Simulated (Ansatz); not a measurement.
# CH6GaNO: how energies converge with the basis set

One table from this session's results is given with a row withheld; the runs are named, their logs left out.

Computed with Ansatz 0.2.0, Gaussian basis. Level: one geometry, several basis sets.

Levels to be run: PBE0-D4/def2-SVP; ωB97M-V/def2-SVP; PBE0-D4/def2-QZVPP; ωB97M-V/def2-QZVPP; the functionals' def2-TZVPP values are taken from earlier runs.

## Structure used throughout

An earlier PBE0-D4 in a triple-zeta def2 set relaxation fixed the geometry.

10 atoms, charge 0, spin multiplicity 1.

Atoms are counted from 1 here; the program's logs count them from 0.

Bond lengths: N1–C2 1.428 Å, N1–H5 1.012 Å, N1–H6 1.012 Å, C2–O3 1.414 Å, C2–H7 1.098 Å, C2–H8 1.095 Å, O3–Ga4 1.784 Å, Ga4–H9 1.555 Å, Ga4–H10 1.565 Å. Angles: C2–N1–H5 110.5°, C2–N1–H6 111.1°, H5–N1–H6 107.7°, N1–C2–O3 114.0°, N1–C2–H7 108.1°, N1–C2–H8 108.0°, O3–C2–H7 111.0°, O3–C2–H8 107.7°, H7–C2–H8 107.9°, C2–O3–Ga4 123.9°, O3–Ga4–H9 114.3°, O3–Ga4–H10 115.9°, H9–Ga4–H10 129.8°.

Coordinates:

```xyz
10
CH6GaNO
N    -0.7949    1.5089   -0.7124
C     0.0866    0.3889   -0.7966
O    -0.3480   -0.7419   -0.0669
Ga    0.5995   -1.5128    1.2335
H    -1.7240    1.2530   -1.0228
H    -0.8702    1.8416    0.2408
H     1.0821    0.7125   -0.4634
H     0.1622    0.0960   -1.8494
H    -0.0817   -2.7576    1.8701
H     1.9717   -0.8397    1.5700
```

Set-up of the first run:

Input file in.yaml:

```yaml
crystal:
  periodic: [false, false, false]
  atoms:
    - {symbol: N, position_ang: [-0.794926, 1.508867, -0.712440]}
    - {symbol: C, position_ang: [0.086631, 0.388885, -0.796590]}
    - {symbol: O, position_ang: [-0.348021, -0.741906, -0.066852]}
    - {symbol: Ga, position_ang: [0.599469, -1.512804, 1.233538]}
    - {symbol: H, position_ang: [-1.724031, 1.253004, -1.022777]}
    - {symbol: H, position_ang: [-0.870213, 1.841611, 0.240771]}
    - {symbol: H, position_ang: [1.082057, 0.712471, -0.463436]}
    - {symbol: H, position_ang: [0.162178, 0.096044, -1.849437]}
    - {symbol: H, position_ang: [-0.081735, -2.757573, 1.870117]}
    - {symbol: H, position_ang: [1.971692, -0.839699, 1.570008]}
basis:
  gaussian: {orbitals: def2-SVP}
hamiltonian: {xc: pbe0, dispersion: d4}
output: {orbitals: {seedname: orbitals}}
```

Run with:

```bash
$ ansatz run in.yaml --threads 4 --pin off --events-out ev --progress --plain --max-ram 10444MiB
```

Steps of the session up to this table: PBE0-D4 in def2-SVP; ωB97M-V in def2-SVP; PBE0-D4 in def2-QZVPP; ωB97M-V in def2-QZVPP.

One table of the session follows, with a row left open; its other results are not shown here.

It belongs to the step «Density functionals: the series». 

```
functional       basis  HOMO (eV)
   PBE0-D4    def2-SVP      -7.02
   PBE0-D4  def2-TZVPP      -7.23
   PBE0-D4  def2-QZVPP      -7.28
   ωB97M-V    def2-SVP          ?
   ωB97M-V  def2-TZVPP      -9.64
   ωB97M-V  def2-QZVPP      -9.68
```

**Question.** Estimate the row for ωB97M-V, def2-SVP.

As computed: HOMO (eV): -9.41. In the column «HOMO (eV)» it lies between ωB97M-V, def2-TZVPP (-9.64) and PBE0-D4, def2-QZVPP (-7.28).
